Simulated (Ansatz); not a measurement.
# AlBH6N2: the cost of one run

Program: Ansatz 0.2.0. Level of theory: RKS BLYP/def2-SVP. These are calculated values, not measurements.

### Step 1. The structure to begin with

Bond lengths: B1–Al2 2.004 Å, Al2–N3 1.897 Å, Al2–N4 1.952 Å, B1–H5 1.197 Å, B1–H6 1.254 Å, N3–H7 1.103 Å, N3–H8 1.061 Å, N4–H9 1.126 Å, N4–H10 1.005 Å. Angles: B1–Al2–N3 118.3°, B1–Al2–N4 122.0°, N3–Al2–N4 119.7°, Al2–B1–H5 124.0°, Al2–B1–H6 120.5°, H5–B1–H6 115.6°, Al2–N3–H7 106.0°, Al2–N3–H8 107.2°, H7–N3–H8 102.2°, Al2–N4–H9 103.7°, Al2–N4–H10 106.8°, H9–N4–H10 104.5°.

Structure file:

```xyz
10

B    -1.5285    0.3980   -0.9952
Al    0.0457   -0.1570    0.1133
N     0.7062   -1.9245   -0.0852
N     0.9427    1.0786    1.3291
H    -2.0798   -0.3187   -1.7801
H    -2.0012    1.5551   -0.8942
H     1.6094   -1.9848    0.5451
H     1.1099   -2.0007   -1.0638
H     0.1261    1.3968    2.0353
H     1.1526    1.9062    0.7987
```

### Step 2. Relaxing end A

input.yaml reads:

```yaml
crystal:
  periodic: [false, false, false]
  atoms:
    - { symbol: B, position_ang: [-1.5285, 0.398, -0.9952] }
    - { symbol: Al, position_ang: [0.0457, -0.157, 0.1133] }
    - { symbol: "N", position_ang: [0.7062, -1.9245, -0.0852] }
    - { symbol: "N", position_ang: [0.9427, 1.0786, 1.3291] }
    - { symbol: H, position_ang: [-2.0798, -0.3187, -1.7801] }
    - { symbol: H, position_ang: [-2.0012, 1.5551, -0.8942] }
    - { symbol: H, position_ang: [1.6094, -1.9848, 0.5451] }
    - { symbol: H, position_ang: [1.1099, -2.0007, -1.0638] }
    - { symbol: H, position_ang: [0.1261, 1.3968, 2.0353] }
    - { symbol: H, position_ang: [1.1526, 1.9062, 0.7987] }
basis:
  gaussian: { orbitals: def2-SVP }
hamiltonian:
  xc: blyp
relax:
  f_tol: 0.015
  max_steps: 40
```

Command:

```sh
$ ansatz run input.yaml --threads 1 --pin off --max-ram 2048MiB --backend cpu --events-out ev --progress --plain --runs-dir out
```

What time and memory should one allow on 1 thread of Arm Neoverse V2, shared host?

About 29 s, with a peak of 0.12 GiB.
